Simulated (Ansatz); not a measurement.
Predict the output of the script below (the Ansatz DFT code, driven from Python).

`tae.py`:
```python
from collections import Counter
import logging
import sys

import ansatz as az
from ase import Atoms

logging.basicConfig(stream=sys.stdout, format='%(name)s: %(message)s')
log = logging.getLogger('ansatz_job')
log.setLevel(logging.INFO)


def energy_of(molecule, charge=0, unpaired=0):
    calc = molecule.calculation().basis(gaussian='aug-cc-pVDZ').functional('r2scan')
    if charge:
        calc = calc.charge(charge)
    if unpaired:
        calc = calc.spin('collinear', total=unpaired)
    return calc.run(threads=1).report['free_energy_ev']

atoms = Atoms(['Si', 'Si', 'Cl', 'H', 'H', 'H', 'H'], positions=[
    [-0.757, 0.407, -0.3119],
    [1.1822, -0.6776, -0.1293],
    [1.0259, -2.1828, 1.2401],
    [-1.8091, -0.4545, -0.7866],
    [-0.6744, 1.5304, -1.351],
    [-1.2146, 1.08, 0.9676],
    [2.3082, 0.2294, 0.3254],
])
geometry = az.Crystal.molecule_from_ase(atoms)

unpaired = {'Si': 2, 'Cl': 1, 'H': 1}
counts = Counter(site.symbol for site in geometry.cartesian_sites)
atom_energy = {s: energy_of(az.Crystal.molecule().atom(s, (0, 0, 0)), 0, unpaired[s]) for s in counts}
whole = energy_of(geometry, 0, 1)
for s, e in atom_energy.items():
    log.info(f'{s:2s} x{counts[s]}  {e:14.5f} eV')
log.info(f'ClH4Si2: {whole:.5f} eV')
split = sum(counts[s] * e for s, e in atom_energy.items()) - whole
log.info(f'atomisation energy (no zero-point term): {split:.3f} eV, {split / sum(counts.values()):.3f} eV an atom')
```

Running `python tae.py` prints:
```text
ansatz_job: Si x2     -7873.32947 eV
ansatz_job: Cl x1    -12520.25475 eV
ansatz_job: H  x4       -13.59129 eV
ansatz_job: ClH4Si2: -28340.54735 eV
ansatz_job: atomisation energy (no zero-point term): 19.269 eV, 2.753 eV an atom
```

19.269 eV from the electronic energies, without the zero-point term.

Total energies depend on the basis set; only differences at equal settings carry meaning. The geometry is a force-field or estimated start, not a minimum of this method, and the basis set is short of its limit. All parts are taken at fixed geometry, without zero-point energy. The run takes the species as open-shell (spin multiplicity 2), which needn't be its ground state. For Al to Cl the sets with a tight d function, cc-pV(X+d)Z, are usual. Hardware and time: 16 s on 1 thread of Arm Neoverse V2 (shared host), peak memory 0.32 GiB.
